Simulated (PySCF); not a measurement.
# A diatomic session: TeS, part 2 of 2

PySCF 2.14.0; Te x2c-SVPall, S x2c-SVPall; spin-free X2C with a Gaussian nucleus.

## Step 7: r²SCAN

The SCF at the reference distance, 2.249 Å, printed:

```text
[... 17 set-up lines left out, the same as in an earlier log ...]
XC functionals = R2SCAN
    J. W. Furness, A. D. Kaplan, J. Ning, J. P. Perdew, and J. Sun.,  J. Phys. Chem. Lett. 11, 8208-8215 (2020)
    J. W. Furness, A. D. Kaplan, J. Ning, J. P. Perdew, and J. Sun.,  J. Phys. Chem. Lett. 11, 9248-9248 (2020)
    J. W. Furness, A. D. Kaplan, J. Ning, J. P. Perdew, and J. Sun.,  J. Phys. Chem. Lett. 11, 8208-8215 (2020)
    J. W. Furness, A. D. Kaplan, J. Ning, J. P. Perdew, and J. Sun.,  J. Phys. Chem. Lett. 11, 9248-9248 (2020)
[... 2 set-up lines left out, the same as in an earlier log ...]
init E= -7192.11501761553
cycle= 1 E= -7192.11550945139  delta_E= -0.000492  |g|= 0.00989  |ddm|= 0.0817
cycle= 2 E= -7192.11527605879  delta_E= 0.000233  |g|= 0.0188  |ddm|= 0.0394
cycle= 3 E= -7192.11549374022  delta_E= -0.000218  |g|= 0.00977  |ddm|= 0.0387
cycle= 4 E= -7192.11556554762  delta_E= -7.18e-05  |g|= 0.000787  |ddm|= 0.0156
cycle= 5 E= -7192.11556606828  delta_E= -5.21e-07  |g|= 0.000189  |ddm|= 0.00145
cycle= 6 E= -7192.11556611423  delta_E= -4.59e-08  |g|= 6.83e-05  |ddm|= 0.000573
cycle= 7 E= -7192.11556611873  delta_E= -4.5e-09  |g|= 8.22e-06  |ddm|= 0.000162
cycle= 8 E= -7192.11556611881  delta_E= -7.46e-11  |g|= 1.06e-06  |ddm|= 2.35e-05
Extra cycle  E= -7192.1155661188  delta_E= 1.27e-11  |g|= 3.4e-06  |ddm|= 6.59e-06
converged SCF energy = -7192.1155661188  <S^2> = 2.0051674  2S+1 = 3.0034429
```

Re = 2.258 Å, ωe = 469 cm⁻¹, ωexe = 1.35 cm⁻¹, αe = 0.000498 cm⁻¹, Be = 0.1289 cm⁻¹, De = 3.64 eV, μ = -1.63 D. 17 s of CPU time for 12 points, integrals apart.

## Step 8: BLYP (GGA)

Log of the SCF at 2.249 Å:

```text
[... 13 set-up lines left out, the same as in an earlier log ...]
max_memory 909 MB (current use 352 MB)
[... 3 set-up lines left out, the same as in an earlier log ...]
XC functionals = BLYP
    A. D. Becke.,  Phys. Rev. A 38, 3098 (1988)
    C. Lee, W. Yang, and R. G. Parr.,  Phys. Rev. B 37, 785 (1988)
    B. Miehlich, A. Savin, H. Stoll, and H. Preuss.,  Chem. Phys. Lett. 157, 200 (1989)
[... 2 set-up lines left out, the same as in an earlier log ...]
init E= -7192.34875497543
cycle= 1 E= -7192.35069001418  delta_E= -0.00194  |g|= 0.0122  |ddm|= 0.159
cycle= 2 E= -7192.34916981517  delta_E= 0.00152  |g|= 0.044  |ddm|= 0.0898
cycle= 3 E= -7192.3508353519  delta_E= -0.00167  |g|= 0.00421  |ddm|= 0.0643
cycle= 4 E= -7192.35084617118  delta_E= -1.08e-05  |g|= 0.000658  |ddm|= 0.0099
cycle= 5 E= -7192.35084637603  delta_E= -2.05e-07  |g|= 0.000277  |ddm|= 0.00134
cycle= 6 E= -7192.35084643551  delta_E= -5.95e-08  |g|= 6.78e-05  |ddm|= 0.000395
cycle= 7 E= -7192.3508464393  delta_E= -3.79e-09  |g|= 1.14e-05  |ddm|= 0.000128
cycle= 8 E= -7192.35084643942  delta_E= -1.2e-10  |g|= 6.81e-07  |ddm|= 1.92e-05
Extra cycle  E= -7192.35084643942  delta_E= 1.82e-12  |g|= 2.28e-06  |ddm|= 4.25e-06
converged SCF energy = -7192.35084643942  <S^2> = 2.0016272  2S+1 = 3.0010846
```

Re = 2.302 Å, ωe = 429 cm⁻¹, ωexe = 1.33 cm⁻¹, αe = 0.000516 cm⁻¹, Be = 0.1240 cm⁻¹, De = 3.77 eV, μ = -1.44 D.

## Step 9: r²SCAN0

Log of the SCF at 2.249 Å:

```text
[... 17 set-up lines left out, the same as in an earlier log ...]
XC functionals = HYB_MGGA_XC_R2SCAN0
    M. Bursch, H. Neugebauer, S. Ehlert, and S. Grimme.,  J. Chem. Phys. 156, 134105 (2022)
[... 2 set-up lines left out, the same as in an earlier log ...]
init E= -7192.0867380556
cycle= 1 E= -7192.08717092531  delta_E= -0.000433  |g|= 0.00634  |ddm|= 0.0776
cycle= 2 E= -7192.08719175515  delta_E= -2.08e-05  |g|= 0.00419  |ddm|= 0.0179
cycle= 3 E= -7192.08719741401  delta_E= -5.66e-06  |g|= 0.003  |ddm|= 0.00919
cycle= 4 E= -7192.08720378239  delta_E= -6.37e-06  |g|= 0.00105  |ddm|= 0.00562
cycle= 5 E= -7192.08720483812  delta_E= -1.06e-06  |g|= 0.000242  |ddm|= 0.00241
cycle= 6 E= -7192.08720490663  delta_E= -6.85e-08  |g|= 6.66e-05  |ddm|= 0.000552
cycle= 7 E= -7192.08720491826  delta_E= -1.16e-08  |g|= 1.49e-05  |ddm|= 0.000321
cycle= 8 E= -7192.08720491911  delta_E= -8.46e-10  |g|= 2.71e-06  |ddm|= 0.000107
Extra cycle  E= -7192.0872049191  delta_E= 7.28e-12  |g|= 4.13e-06  |ddm|= 1.11e-05
converged SCF energy = -7192.0872049191  <S^2> = 2.008965  2S+1 = 3.0059707
```

Re = 2.234 Å, ωe = 495 cm⁻¹, ωexe = 1.29 cm⁻¹, αe = 0.000473 cm⁻¹, Be = 0.1317 cm⁻¹, De = 3.29 eV, μ = -1.68 D. 32 s of CPU time for 12 points, integrals apart.

## Step 10: M06-2X (hybrid meta-GGA)

Output of the SCF at 2.249 Å:

```text
[... 17 set-up lines left out, the same as in an earlier log ...]
XC functionals = M062X
    Y. Zhao and D. G. Truhlar.,  Theor. Chem. Acc. 120, 215 (2008)
    Y. Zhao and D. G. Truhlar.,  Theor. Chem. Acc. 120, 215 (2008)
[... 2 set-up lines left out, the same as in an earlier log ...]
init E= -7192.6885589783
cycle= 1 E= -7192.69119405466  delta_E= -0.00264  |g|= 0.0183  |ddm|= 0.139
cycle= 2 E= -7192.69156743761  delta_E= -0.000373  |g|= 0.014  |ddm|= 0.0593
cycle= 3 E= -7192.69179413803  delta_E= -0.000227  |g|= 0.0115  |ddm|= 0.0354
cycle= 4 E= -7192.69202139314  delta_E= -0.000227  |g|= 0.00343  |ddm|= 0.0414
cycle= 5 E= -7192.69206419826  delta_E= -4.28e-05  |g|= 0.00142  |ddm|= 0.0225
cycle= 6 E= -7192.69206876024  delta_E= -4.56e-06  |g|= 0.000383  |ddm|= 0.00688
cycle= 7 E= -7192.69206916366  delta_E= -4.03e-07  |g|= 8.92e-05  |ddm|= 0.00223
cycle= 8 E= -7192.69206919978  delta_E= -3.61e-08  |g|= 2.85e-05  |ddm|= 0.00058
cycle= 9 E= -7192.69206920331  delta_E= -3.53e-09  |g|= 5.05e-06  |ddm|= 0.000225
cycle= 10 E= -7192.69206920336  delta_E= -5.09e-11  |g|= 1.13e-06  |ddm|= 2.51e-05
Extra cycle  E= -7192.69206920337  delta_E= -1.09e-11  |g|= 4.61e-07  |ddm|= 3.42e-06
converged SCF energy = -7192.69206920337  <S^2> = 2.0120554  2S+1 = 3.0080262
```

Re = 2.232 Å, ωe = 499 cm⁻¹, ωexe = 1.29 cm⁻¹, αe = 0.000465 cm⁻¹, Be = 0.1319 cm⁻¹, De = 2.92 eV, μ = -2.19 D.

## Step 11: UHF

The SCF at the reference distance, 2.249 Å, printed:

```text
******** <class 'pyscf.scf.uhf_symm.SymAdaptedUHF'> ********
method = SymAdaptedUHF
[... 11 set-up lines left out, the same as in an earlier log ...]
max_memory 909 MB (current use 353 MB)
[... 1 set-up line left out, the same as in an earlier log ...]
Overwritten attributes  get_hcore get_k get_jk get_j get_occ  of <class 'pyscf.scf.uhf_symm.SymAdaptedUHF'>
<class 'pyscf.scf.uhf_symm.SymAdaptedUHF'> does not have attributes  refdm
[... 1 set-up line left out, the same as in an earlier log ...]
init E= -7188.58479876679
cycle= 1 E= -7188.59452134236  delta_E= -0.00972  |g|= 0.0259  |ddm|= 0.266
cycle= 2 E= -7188.59519483723  delta_E= -0.000673  |g|= 0.0094  |ddm|= 0.0495
cycle= 3 E= -7188.59531857731  delta_E= -0.000124  |g|= 0.00513  |ddm|= 0.028
cycle= 4 E= -7188.59534927949  delta_E= -3.07e-05  |g|= 0.00165  |ddm|= 0.0128
cycle= 5 E= -7188.59535662749  delta_E= -7.35e-06  |g|= 0.00113  |ddm|= 0.00534
cycle= 6 E= -7188.59536085176  delta_E= -4.22e-06  |g|= 0.000732  |ddm|= 0.00444
cycle= 7 E= -7188.5953645243  delta_E= -3.67e-06  |g|= 0.000374  |ddm|= 0.00613
cycle= 8 E= -7188.59536555782  delta_E= -1.03e-06  |g|= 0.00012  |ddm|= 0.0042
cycle= 9 E= -7188.595365635  delta_E= -7.72e-08  |g|= 5.06e-05  |ddm|= 0.00107
cycle= 10 E= -7188.59536564711  delta_E= -1.21e-08  |g|= 2.52e-05  |ddm|= 0.000332
cycle= 11 E= -7188.5953656507  delta_E= -3.59e-09  |g|= 1.02e-05  |ddm|= 0.000213
cycle= 12 E= -7188.59536565122  delta_E= -5.17e-10  |g|= 1.72e-06  |ddm|= 0.0001
Extra cycle  E= -7188.59536565123  delta_E= -1.09e-11  |g|= 8.97e-07  |ddm|= 4e-06
converged SCF energy = -7188.59536565123  <S^2> = 2.0287966  2S+1 = 3.0191367
```

Re = 2.214 Å, ωe = 533 cm⁻¹, ωexe = 1.19 cm⁻¹, αe = 0.000421 cm⁻¹, Be = 0.1341 cm⁻¹, De = 1.10 eV, μ = -1.97 D. 3.5 s of CPU time for 12 points, integrals apart.

## Step 12: Adding correlation

Reference: UHF; core orbitals frozen: 23.

Output of the coupled-cluster run at 2.249 Å:

```text
******** <class 'pyscf.cc.uccsd.UCCSD'> ********
CC2 = 0
CCSD nocc = (np.int64(12), np.int64(10)), nmo = (31, 31)
frozen orbitals [[0, 1, 2, 3, 4, 5, 6, 7, 8, 9, 10, 11, 12, 13, 14, 15, 16, 17, 18, 19, 20, 21, 22], [0, 1, 2, 3, 4, 5, 6, 7, 8, 9, 10, 11, 12, 13, 14, 15, 16, 17, 18, 19, 20, 21, 22]]
max_cycle = 80
direct = 0
conv_tol = 1e-07
conv_tol_normt = 1e-05
diis_space = 8
diis_start_cycle = 0
diis_start_energy_diff = 1e+09
max_memory 909 MB (current use 356 MB)
Init t2, MP2 energy = -0.224844290143621
Init E_corr(UCCSD) = -0.224844290144552
cycle = 1  E_corr(UCCSD) = -0.233206919195378  dE = -0.00836262905  norm(t1,t2) = 0.0759247
cycle = 2  E_corr(UCCSD) = -0.240157670562113  dE = -0.00695075137  norm(t1,t2) = 0.0232256
cycle = 3  E_corr(UCCSD) = -0.24112071149199  dE = -0.00096304093  norm(t1,t2) = 0.0116954
cycle = 4  E_corr(UCCSD) = -0.242074745680234  dE = -0.000954034188  norm(t1,t2) = 0.00489539
cycle = 5  E_corr(UCCSD) = -0.242016792511249  dE = 5.7953169e-05  norm(t1,t2) = 0.00226644
cycle = 6  E_corr(UCCSD) = -0.241944143287563  dE = 7.26492237e-05  norm(t1,t2) = 0.000811969
cycle = 7  E_corr(UCCSD) = -0.241973191344605  dE = -2.9048057e-05  norm(t1,t2) = 0.000349195
cycle = 8  E_corr(UCCSD) = -0.241971965908372  dE = 1.22543623e-06  norm(t1,t2) = 6.98095e-05
cycle = 9  E_corr(UCCSD) = -0.241971118481634  dE = 8.47426738e-07  norm(t1,t2) = 2.19001e-05
cycle = 10  E_corr(UCCSD) = -0.241971235057712  dE = -1.16576078e-07  norm(t1,t2) = 6.70706e-06
cycle = 11  E_corr(UCCSD) = -0.241971237866596  dE = -2.80888368e-09  norm(t1,t2) = 2.34751e-06
UCCSD converged
E(UCCSD) = -7188.837336889093  E_corr = -0.2419712378665958
UCCSD(T) correction = -0.0103333652062087
```

Correlation energy (eV) along the bond:

```
R (Å)     MP2  SCS-MP2    CCSD  CCSD(T)     T1
1.934  -5.791   -5.439     n/a      n/a    n/a
2.024  -5.864   -5.503  -6.361   -6.583  0.011
2.114  -5.954   -5.581  -6.443   -6.686  0.011
2.182  -6.031   -5.647  -6.511   -6.772  0.012
2.249  -6.118   -5.721  -6.584   -6.866  0.013
2.317  -6.214   -5.801  -6.663   -6.965  0.014
2.406  -6.353   -5.918  -6.773   -7.106  0.016
2.519  -6.456   -6.014  -6.917   -7.294  0.032
2.654  -6.833   -6.299  -7.106   -7.532  0.017
2.834  -7.290   -6.674     n/a      n/a    n/a
```

UHF-MP2: No constants are quoted: the points don't follow one smooth fit.

UHF-SCS-MP2: No constants are quoted: the points don't follow one smooth fit.

UHF-CCSD: Re = 2.260 Å, ωe = 471 cm⁻¹, ωexe = 1.37 cm⁻¹, αe = 0.000500 cm⁻¹, Be = 0.1286 cm⁻¹, De = 2.57 eV.

UHF-CCSD(T): Re = 2.275 Å, ωe = 450 cm⁻¹, ωexe = 1.54 cm⁻¹, αe = 0.000556 cm⁻¹, Be = 0.1269 cm⁻¹, De = 2.80 eV.

## Step 13: The curves together

Energy (eV) from each level's lowest point:

```
R (Å)    UHF  UHF-MP2  UHF-SCS-MP2  UHF-CCSD  UHF-CCSD(T)    PBE   BLYP  r²SCAN   PBE0  r²SCAN0  M06-2X
1.934  1.564    1.890        1.844       n/a          n/a  1.900  2.092   1.801  1.701    1.648   1.639
2.024  0.618    0.871        0.834     0.840        0.899  0.884  1.027   0.810  0.738    0.698   0.691
2.114  0.138    0.301        0.277     0.278        0.316  0.311  0.405   0.265  0.222    0.196   0.191
2.182  0.000    0.085        0.072     0.072        0.092  0.090  0.148   0.067  0.045    0.032   0.029
2.249  0.002    0.000        0.000     0.000        0.000  0.000  0.024   0.000  0.000    0.000   0.000
2.317  0.109    0.011        0.027     0.029        0.008  0.009  0.000   0.032  0.054    0.067   0.071
2.406  0.370    0.134        0.171     0.180        0.128  0.130  0.080   0.185  0.236    0.267   0.276
2.519  0.818    0.480        0.523     0.484        0.389  0.396  0.299   0.489  0.578    0.632   0.648
2.654  1.469    0.752        0.889     0.945        0.800  0.808  0.660   0.944  1.078    1.158   1.180
2.834  2.393    1.221        1.439       n/a          n/a  1.413  1.206   1.603  1.796    1.908   1.911
```

The whole job (state search and all levels along the bond) took 3.4 min on 1 thread of Oxide Virtual Turin-like (shared host), peak memory 0.62 GiB.

## Step 14: Constants by level of theory

What follows sums up all 2 parts.

Lowest PBE0 solution found, without spin–orbit coupling: ³Σ⁻ (triplet), unpaired electrons π ↑↑. State 2 has its PBE0 minimum 0.23 eV higher, as a spin-mixed determinant (⟨S²⟩ = 1.01), so this is no gap between pure states. State 3 has its PBE0 minimum 0.96 eV higher. State 4 has its PBE0 minimum 2.80 eV higher. The other levels ran on the lowest alone.

```
      level  Re (Å)  ωe (cm⁻¹)  De (eV)  μ (D)
        UHF   2.214        533     1.10  -1.97
   UHF-CCSD   2.260        471     2.57    n/a
UHF-CCSD(T)   2.275        450     2.80    n/a
        PBE   2.275        451     3.97  -1.54
       BLYP   2.302        429     3.77  -1.44
     r²SCAN   2.258        469     3.64  -1.63
       PBE0   2.243        485     3.52  -1.66
    r²SCAN0   2.234        495     3.29  -1.68
     M06-2X   2.232        499     2.92  -2.19
```

De is counted to Te + S in their ground configurations. A positive dipole means Te(−)S(+). No constants: UHF-MP2 (the points don't follow one smooth fit); UHF-SCS-MP2 (the points don't follow one smooth fit).

Differences from CCSD(T) in the same basis:

```
   level  Re (mÅ)  ωe (%)
     UHF      -62   +18.4
UHF-CCSD      -15    +4.6
     PBE        0    +0.1
    BLYP      +26    -4.8
  r²SCAN      -18    +4.1
    PBE0      -33    +7.7
 r²SCAN0      -41   +10.0
  M06-2X      -43   +10.8
```

Time per point (s) on 1 thread of Oxide Virtual Turin-like, shared host (CPU time, shared integrals of 0.96 s apart; correlated levels include their reference; CCSD comes with the CCSD(T) run); the times are rough: UHF 0.29, PBE 1.3, BLYP 1.5, r²SCAN 1.4, PBE0 1.6, r²SCAN0 2.7, M06-2X 1.3; the reference 2.7.

In words: Against CCSD(T) in the same basis, the bond length is nearest at PBE (0 mÅ) and farthest at UHF (-62 mÅ); the wavenumber is nearest at PBE (+0.1 %) and farthest at UHF (+18.4 %). Hartree–Fock makes the bond too short and too stiff against this reference, as it mostly does. CCSD(T) in a basis this small is itself some way from its limit, more so than the functionals. Of the levels with a De here, UHF gives the least (1.10 eV) and PBE the most (3.97 eV).

Correlated steps freeze 23 core orbitals. These are scalar-relativistic numbers at best; spin–orbit coupling would shift them, the dissociation energy most. At UHF the stretched side of the curve climbs above De, by a hump or because the determinant held fixed goes to a higher limit. With spin–orbit coupling the term label itself may not hold.
